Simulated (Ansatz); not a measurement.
**Cl2H2S2Zr: small, medium and large basis sets**

The task here is to estimate one member of a computed series from the others.

Method: one geometry, several basis sets; program: Ansatz 0.2.0, Gaussian basis.

Plan: PBE0-D4/def2-SVP; ωB97M-V/def2-SVP; PBE0-D4/def2-QZVPP; ωB97M-V/def2-QZVPP; the functionals' def2-TZVPP values are taken from earlier runs.

### Structure used throughout

The geometry comes from an earlier relaxation with PBE0-D4 in a triple-zeta def2 set; it is a stationary point, not always the lowest conformer. Zr takes the def2 core potential; no spin-orbit term is included.

7 atoms, charge 0, spin multiplicity 1.

Atoms are counted from 1 here; the program's logs count them from 0.

Bond lengths: S1–Zr2 2.409 Å, S1–H6 1.350 Å, Zr2–S3 2.415 Å, Zr2–Cl4 2.326 Å, Zr2–Cl5 2.330 Å, S3–H7 1.350 Å. Angles: Zr2–S1–H6 89.0°, S1–Zr2–S3 104.2°, S1–Zr2–Cl4 109.7°, S1–Zr2–Cl5 111.2°, S3–Zr2–Cl4 110.3°, S3–Zr2–Cl5 108.8°, Cl4–Zr2–Cl5 112.3°, Zr2–S3–H7 90.7°.

Coordinates:

```xyz
7
Cl2H2S2Zr
S    -1.70241   -0.20728    1.60697
Zr   -0.24777   -0.15305   -0.31265
S     1.96271   -0.46635    0.60943
Cl   -0.77748   -1.90338   -1.74943
Cl   -0.33003    1.91937   -1.37438
H    -1.42027    1.09455    1.82886
H     2.51525   -0.28385   -0.60878
```

The first run:

File in.yaml:

```yaml
crystal:
  periodic: [false, false, false]
  atoms:
    - {symbol: S, position_ang: [-1.702414, -0.207282, 1.606972]}
    - {symbol: Zr, position_ang: [-0.247768, -0.153055, -0.312648]}
    - {symbol: S, position_ang: [1.962714, -0.466353, 0.609427]}
    - {symbol: Cl, position_ang: [-0.777481, -1.903379, -1.749428]}
    - {symbol: Cl, position_ang: [-0.330026, 1.919369, -1.374382]}
    - {symbol: H, position_ang: [-1.420274, 1.094550, 1.828857]}
    - {symbol: H, position_ang: [2.515249, -0.283850, -0.608778]}
basis:
  gaussian: {orbitals: def2-SVP}
hamiltonian: {xc: pbe0, dispersion: d4}
output: {orbitals: {seedname: orbitals}}
```

Command:

```console
$ ansatz run in.yaml --threads 4 --pin off --events-out ev --progress --plain --max-ram 10444MiB
```

Steps of the session up to this table: PBE0-D4 in def2-SVP; ωB97M-V in def2-SVP; PBE0-D4 in def2-QZVPP; ωB97M-V in def2-QZVPP.

One of the session's tables, all rows but one given; the rest of the session is left out.

It belongs to the step «Functionals by basis». 

| functional | basis | HOMO (eV) | LUMO (eV) |
| --- | --- | --- | --- |
| PBE0-D4 | def2-SVP | -8.10 | -2.53 |
| PBE0-D4 | def2-TZVPP | -8.11 | -2.56 |
| PBE0-D4 | def2-QZVPP | -8.12 | -2.57 |
| ωB97M-V | def2-SVP | -10.19 | -0.42 |
| ωB97M-V | def2-TZVPP | ? | ? |
| ωB97M-V | def2-QZVPP | -10.27 | -0.53 |

**Question.** Estimate the row for ωB97M-V, def2-TZVPP.

**Answer.** HOMO (eV): -10.25; LUMO (eV): -0.50. In the column «HOMO (eV)» it lies between ωB97M-V, def2-QZVPP (-10.27) and ωB97M-V, def2-SVP (-10.19).
